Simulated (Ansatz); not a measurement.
# Cl2Pb: the cost of one run

Computed with Ansatz 0.2.0 (the levels named in each step, unless a step's input says otherwise).

### 1 The system as given

Bond lengths: Cl1–Pb2 2.481 Å, Pb2–Cl3 2.481 Å. Angles: Cl1–Pb2–Cl3 100.8°.

Coordinates:

```xyz
3

Cl   -1.7942   -1.3511   -0.0057
Pb   -0.0375    0.4015    0.0008
Cl    2.0135   -0.9953    0.0010
```

### 2 A rough first relaxation, PBE-D4/def2-SVP

Input file input.yaml:

```yaml
crystal:
  periodic: [false, false, false]
  atoms:
    - { symbol: Cl, position_ang: [-1.79419, -1.35113, -0.00574] }
    - { symbol: Pb, position_ang: [-0.03752, 0.40148, 0.00081] }
    - { symbol: Cl, position_ang: [2.0135, -0.99526, 0.00099] }
magnetization:
  spin_polarized: true
  initial_magnetization: 1
total_charge: 1
basis:
  gaussian: { orbitals: def2-SVP }
hamiltonian:
  xc: pbe
  dispersion: d4
relax:
  f_tol: 0.03
  max_steps: 200
```

Run with:

```sh
$ ansatz run input.yaml --threads 4 --pin off --max-ram 10240MiB --backend cpu --events-out ev --progress --plain --runs-dir out
```

What time and memory should one allow on 4 threads of Intel Xeon 6975P-C (Granite Rapids), shared host?

About 7.5 s, with a peak of 0.16 GiB.
